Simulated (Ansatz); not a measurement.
BGeH5O3, SMILES OB(O)[O][GeH3], a comparison of dispersion corrections

Program: the Ansatz DFT code, driven from Python.

Typed at the interpreter:
```pycon
>>> import ansatz
>>> from ase import Atoms
>>> config = {
...     'basis': 'def2-SVP',
... }
>>> atoms = Atoms(['O', 'B', 'O', 'O', 'Ge', 'H', 'H', 'H', 'H', 'H'], positions=[
...     (-0.8985, -0.3168, -1.9041),
...     (0.1744, -0.5869, -1.0381),
...     (1.5086, -0.2767, -1.4792),
...     (0.0219, -1.277, 0.221),
...     (-0.27, -0.0113, 1.4387),
...     (-1.2284, 0.6558, -1.6519),
...     (1.743, 0.6346, -1.1135),
...     (-1.4545, 0.8966, 1.0841),
...     (-0.5198, -0.6439, 2.8796),
...     (1.0064, 0.8744, 1.5665),
... ])
>>> mol = ansatz.Crystal.molecule_from_ase(atoms)
>>> base = mol.calculation().basis(gaussian=config['basis'])
>>> for name in ['pbe', 'pbe0']:
...     for correction in ('d3bj', 'd4'):
...         report = base.functional(name, dispersion=correction).run(threads=1).report
...         print(f'{name:8s} {correction:5s} total {report["free_energy_ev"]:.5f} eV, of which dispersion {1000 * report["dispersion"]["energy"]["ev"]:.2f} meV')
...
pbe      d3bj  total -63391.47544 eV, of which dispersion -183.51 meV
pbe      d4    total -63391.48273 eV, of which dispersion -190.79 meV
pbe0     d3bj  total -63393.06484 eV, of which dispersion -161.98 meV
pbe0     d4    total -63393.06386 eV, of which dispersion -161.00 meV
```

What to keep in mind:
- Total energies depend on the basis set; only differences at equal settings carry meaning.
- The geometry is a force-field or estimated start, not a minimum of this method, and the basis set is short of its limit. D4 holds the three-body term, and d3bj doesn't.
- Wall time of the script: 16 s on 1 thread of Intel(R) Xeon(R) Platinum 8259CL CPU @ 2.50GHz (Skylake/Cascade Lake), on a shared host, peak memory 0.32 GiB.

(Lines on the test bed's own set-up are left out of the output.)
